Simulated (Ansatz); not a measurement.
# AlBH5NO: basis-set convergence

One table from this session's results is given with a row withheld; the runs are named, their logs left out.

Computed with Ansatz 0.2.0, Gaussian basis. Level: one geometry, several basis sets.

Plan: PBE0-D4/def2-SVP; ωB97M-V/def2-SVP; PBE0-D4/def2-QZVPP; ωB97M-V/def2-QZVPP; the functionals' def2-TZVPP values are taken from earlier runs.

## The geometry

An earlier PBE0-D4 in a triple-zeta def2 set relaxation fixed the geometry.

SMILES `OB[NH][AlH2]`, 9 atoms, charge 0, spin multiplicity 1.

Atoms are counted from 1 here; the program's logs count them from 0.

Bond lengths: O1–B2 1.364 Å, O1–H5 0.963 Å, B2–N3 1.428 Å, B2–H6 1.199 Å, N3–Al4 1.788 Å, N3–H7 1.010 Å, Al4–H8 1.578 Å, Al4–H9 1.587 Å. Angles: B2–O1–H5 114.3°, O1–B2–N3 123.1°, O1–B2–H6 116.1°, N3–B2–H6 120.7°, B2–N3–Al4 128.4°, B2–N3–H7 113.2°, Al4–N3–H7 118.4°, N3–Al4–H8 120.2°, N3–Al4–H9 115.5°, H8–Al4–H9 124.4°.

Set-up of the first run:

Input file in.yaml:

```yaml
crystal:
  periodic: [false, false, false]
  atoms:
    - {symbol: O, position_ang: [-0.460542, 1.775741, -0.537851]}
    - {symbol: B, position_ang: [0.414978, 1.223769, 0.350496]}
    - {symbol: N, position_ang: [0.550275, -0.185126, 0.540160]}
    - {symbol: Al, position_ang: [-0.332059, -1.505688, -0.280840]}
    - {symbol: H, position_ang: [-0.983395, 1.134106, -1.030025]}
    - {symbol: H, position_ang: [1.083457, 1.994097, 0.981457]}
    - {symbol: H, position_ang: [1.242604, -0.428268, 1.234890]}
    - {symbol: H, position_ang: [-0.024600, -3.010522, 0.082633]}
    - {symbol: H, position_ang: [-1.402216, -1.044409, -1.357919]}
basis:
  gaussian: {orbitals: def2-SVP}
hamiltonian: {xc: pbe0, dispersion: d4}
output: {orbitals: {seedname: orbitals}}
```

On the command line:

```console
ansatz run in.yaml --threads 2 --pin off --events-out ev --progress --plain --max-ram 4352MiB
```

Steps of the session up to this table: PBE0-D4 in def2-SVP; ωB97M-V in def2-SVP; PBE0-D4 in def2-QZVPP; ωB97M-V in def2-QZVPP.

One table of the session follows, with a row left open; its other results are not shown here.

It belongs to the step «Density functionals: the series». 

| functional | basis | HOMO (eV) | LUMO (eV) |
| --- | --- | --- | --- |
| PBE0-D4 | def2-SVP | -8.10 | -1.27 |
| PBE0-D4 | def2-TZVPP | -8.22 | -1.36 |
| PBE0-D4 | def2-QZVPP | -8.25 | -1.40 |
| ωB97M-V | def2-SVP | -10.42 | 0.44 |
| ωB97M-V | def2-TZVPP | -10.58 | 0.25 |
| ωB97M-V | def2-QZVPP | ? | ? |

**Question.** Estimate the row for ωB97M-V, def2-QZVPP.

**Answer.** HOMO (eV): -10.60; LUMO (eV): 0.04. In the column «HOMO (eV)» it is the lowest.
